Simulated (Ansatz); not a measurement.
This script makes a ranking of structure types by relaxed energy of TaTc on several prototypes with the Python package of Ansatz (0.2.0).

The script, `tatc_prototypes.py`:
```python
import warnings

import ansatz as az
import numpy as np
import spglib


def rocksalt(a_site, b_site, a):
    return (
        az.Lattice.fcc(a)
        .space_group(225)
        .atom(a_site, (0, 0, 0))
        .atom(b_site, (0.5, 0.5, 0.5))
        .primitive()
    )


def cscl(a_site, b_site, a):
    return (
        az.Lattice.cubic(a)
        .space_group(221)
        .atom(a_site, (0, 0, 0))
        .atom(b_site, (0.5, 0.5, 0.5))
    )


def zincblende(first, second, a):
    return (
        az.Lattice.fcc(a)
        .space_group(216)
        .atom(first, (0, 0, 0))
        .atom(second, (0.25, 0.25, 0.25))
        .primitive()
    )


def ground_state(name, crystal, relax=True):
    calc = (
        crystal.calculation()
        .functional("pbesol")
        .basis(20 * az.Ha)
        .kpoints(spacing=0.16)
        .occupations("cold", width=0.1)
        .stress()
        .band_table()
    )
    if relax:
        calc = calc.relax(force_tolerance=0.03, max_steps=60, cell=True)
    return calc.run(threads=1)

def bulk_modulus(name, outcome, step=0.02):
    # B = -V dP/dV from the pressures of two uniformly scaled cells, atoms held at their fractions
    pressure = []
    for factor in (1 - step, 1.0, 1 + step):
        cell = az.Crystal(lattice=az.Lattice.of(outcome.lattice.cell_ang * factor ** (1 / 3)))
        for site in outcome.report["lattice"]["sites"]:
            cell = cell.atom(site["symbol"], site["position_frac"])
        pressure.append(np.trace(ground_state(name, cell, relax=False).report["stress_gpa"]) / 3)
    slope, bend = (pressure[0] - pressure[2]) / (2 * step), abs(pressure[0] + pressure[2] - 2 * pressure[1])
    # a jump of mesh or basis between the cells shows as a kink: no modulus then
    return float(slope) if bend < 12 * step**2 * abs(slope) + 0.15 and abs(pressure[1]) < 1.5 else float("nan")

def relaxed_twice(name, crystal):
    # the second pass draws mesh and plane waves anew for the relaxed cell
    first = ground_state(name, crystal)
    again = az.Crystal(lattice=az.Lattice.of(first.lattice.cell_ang))
    for site in first.report["lattice"]["sites"]:
        again = again.atom(site["symbol"], site["position_frac"])
    return ground_state(name, again)


def pressure_gpa(outcome):
    return float(np.trace(outcome.report["stress_gpa"]) / 3)


def space_group(outcome):
    sites = outcome.report["lattice"]["sites"]
    kinds = sorted({site["symbol"] for site in sites})
    cell = (outcome.lattice.cell_ang, [site["position_frac"] for site in sites], [kinds.index(site["symbol"]) for site in sites])
    return spglib.get_spacegroup(cell, symprec=0.01)


def volume_per_atom(outcome):
    return abs(np.linalg.det(outcome.lattice.cell_ang)) / len(outcome.lattice.sites)

warnings.simplefilter("ignore", az.DeckWarning)

phases = {}
phases["rocksalt"] = rocksalt("Ta", "Tc", 5.16)
phases["CsCl"] = cscl("Ta", "Tc", 3.17)
phases["zincblende"] = zincblende("Ta", "Tc", 5.51)

done = {}
for name, crystal in phases.items():
    done[name] = relaxed_twice(name, crystal)
    print(f"{name}: {done[name].report['energy_sigma0_ev']:.4f} eV, {len(done[name].lattice.sites)} atoms")

energy = {name: o.report["energy_sigma0_ev"] / len(o.lattice.sites) for name, o in done.items()}
lowest = min(energy.values())
rows = [(name, len(o.lattice.sites), 1000 * (energy[name] - lowest), pressure_gpa(o), space_group(o), volume_per_atom(o), bulk_modulus(name, o)) for name, o in done.items()]
rows.sort(key=lambda row: row[2])
print("| phase | atoms | dE (meV/atom) | P (GPa) | space group | V (A^3/atom) | B (GPa) |")
print("| --- | --- | --- | --- | --- | --- | --- |")
for row in rows:
    print(f"| {row[0]} | {row[1]:d} | {row[2]:.1f} | {row[3]:.2f} | {row[4]} | {row[5]:.3f} | {row[6]:.0f} |")
print("order:", " < ".join(row[0] for row in rows))
```

Which of these structures comes out lowest, and how far apart are they?

By space group at the end of each run: Pm-3m (+0 meV an atom, 15.7 Å³), Fm-3m (+1232 meV an atom, 17.4 Å³) and F-43m (+2412 meV an atom, 22.8 Å³).

What the script printed:

```console
$ python tatc_prototypes.py
rocksalt: -15142.6911 eV, 2 atoms
CsCl: -15145.1552 eV, 2 atoms
zincblende: -15140.3308 eV, 2 atoms
| phase | atoms | dE (meV/atom) | P (GPa) | space group | V (A^3/atom) | B (GPa) |
| --- | --- | --- | --- | --- | --- | --- |
| CsCl | 2 | 0.0 | 0.01 | Pm-3m (221) | 15.657 | 273 |
| rocksalt | 2 | 1232.1 | -0.00 | Fm-3m (225) | 17.427 | 207 |
| zincblende | 2 | 2412.2 | -0.00 | F-43m (216) | 22.796 | 114 |
order: CsCl < rocksalt < zincblende
```

Notes:
- Total energies depend on the potentials; only differences at equal settings carry meaning.
- The run is spin-unpolarised.
- Pressure is positive in compression.
- Spin-orbit coupling, which matters for elements this heavy, is left out.
- The cells are built on prototypes, so most aren't the phase found in nature. Rows bear the name of their start, and a relaxation keeps or raises the symmetry. Differences under 10 to 15 meV an atom lie within the error of mesh and functional.
- Wall time of the script: 3.2 min on 1 thread of Arm Neoverse V1 (shared host), peak memory 0.52 GiB.
